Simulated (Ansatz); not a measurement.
**F₂HO₂Ta: basis-set convergence**

The task here is to estimate one member of a computed series from the others.

Computed with Ansatz 0.2.0, Gaussian basis. Level: one geometry, several basis sets.

The runs, in order: PBE0-D4/def2-SVP; ωB97M-V/def2-SVP; PBE0-D4/def2-QZVPP; ωB97M-V/def2-QZVPP; the functionals' def2-TZVPP values are taken from earlier runs.

## Structure used throughout

An earlier PBE0-D4 in a triple-zeta def2 set relaxation fixed the geometry. Ta takes the def2 core potential; no spin-orbit term is included.

SMILES `[O]=[Ta]([OH])([F])[F]`, 6 atoms, charge 0, spin multiplicity 1.

Atoms are counted from 1 here; the program's logs count them from 0.

Bond lengths: O1–Ta2 1.712 Å, Ta2–O3 1.887 Å, Ta2–F4 1.876 Å, Ta2–F5 1.876 Å, O3–H6 0.958 Å. Angles: O1–Ta2–O3 108.1°, O1–Ta2–F4 108.3°, O1–Ta2–F5 108.3°, O3–Ta2–F4 110.1°, O3–Ta2–F5 110.1°, F4–Ta2–F5 111.8°, Ta2–O3–H6 131.2°.

The first run:

Input file in.yaml:

```yaml
crystal:
  periodic: [false, false, false]
  atoms:
    - {symbol: O, position_ang: [-1.541539, -0.008991, 0.895722]}
    - {symbol: Ta, position_ang: [-0.313877, 0.110847, -0.291932]}
    - {symbol: O, position_ang: [1.329535, -0.345152, 0.516377]}
    - {symbol: F, position_ang: [-0.711227, -1.095876, -1.672744]}
    - {symbol: F, position_ang: [-0.261319, 1.882700, -0.907142]}
    - {symbol: H, position_ang: [1.540428, -0.607628, 1.413620]}
basis:
  gaussian: {orbitals: def2-SVP}
hamiltonian: {xc: pbe0, dispersion: d4}
output: {orbitals: {seedname: orbitals}}
```

Among the steps run: PBE0-D4 in def2-SVP; ωB97M-V in def2-SVP; PBE0-D4 in def2-QZVPP; ωB97M-V in def2-QZVPP.

One of the session's tables, all rows but one given; the rest of the session is left out.

It belongs to the step «Functionals by basis». 

| functional | basis | HOMO (eV) |
| --- | --- | --- |
| PBE0-D4 | def2-SVP | -9.85 |
| PBE0-D4 | def2-TZVPP | -9.84 |
| PBE0-D4 | def2-QZVPP | -9.87 |
| ωB97M-V | def2-SVP | -12.25 |
| ωB97M-V | def2-TZVPP | -12.25 |
| ωB97M-V | def2-QZVPP | ? |

Q: Estimate the row for ωB97M-V, def2-QZVPP from the others.

**Answer.** HOMO (eV): -12.28. In the column «HOMO (eV)» it is the lowest.
